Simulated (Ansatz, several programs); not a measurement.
Be3Te2S as one 6-atom ordering (Imm2) on the zincblende lattice, relaxed with PBE in Ansatz (plane waves, PAW): space group Imm2 (No. 44), orthorhombic; conventional cell a = 3.829 Å, b = 11.470 Å, c = 5.385 Å, 19.71 Å³ an atom. Around S lie 4 Be at 2.11–2.22 Å; around Be lie 2 S at 2.22 Å and 2 Te at 2.45 Å; around Te lie 4 Be at 2.42–2.46 Å; around Be lie 1 S at 2.11 Å and 3 Te at 2.42–2.46 Å. The cell was then scaled with its shape and fractional coordinates held, which makes it stiffer than a relaxed compression. Simulation only: spin-unpolarised, and no claim that this is the phase found in nature.

```csv
V (Å³/atom),E (meV/atom)
18.527,16.30
19.119,3.90
19.710,0.00
20.893,13.20
```

Problem. Pass a cubic E = c₀ + c₁u + c₂u² + c₃u³, with u = V − 19.562 Å³, through these points.

Solution. c₀ = 0.24, c₁ = -3.236, c₂ = 10.937, c₃ = -0.8952 (meV and Å³).

Problem. Where is the minimum, and what bulk modulus follows?

Solution. dE/du = 0 at u = +0.151, so V₀ = 19.71 Å³. B = V₀ d²E/dV² = 19.71 × (2c₂ + 6c₃u) = 19.71 × 21.064 = 415 meV/Å³, and 1 meV/Å³ is 0.16022 GPa: 67 GPa. A third-order Birch-Murnaghan fit to all five points gives 19.71 Å³ and 66 GPa.

Problem. Predict the energy and the pressure at the withheld volume, 20.301 Å³.

Solution. With u = +0.739: E ≈ 3.46 meV and P = −dE/dV ≈ -1.84 GPa. The run gives 3.44 meV and, from its stress, -1.83 GPa.
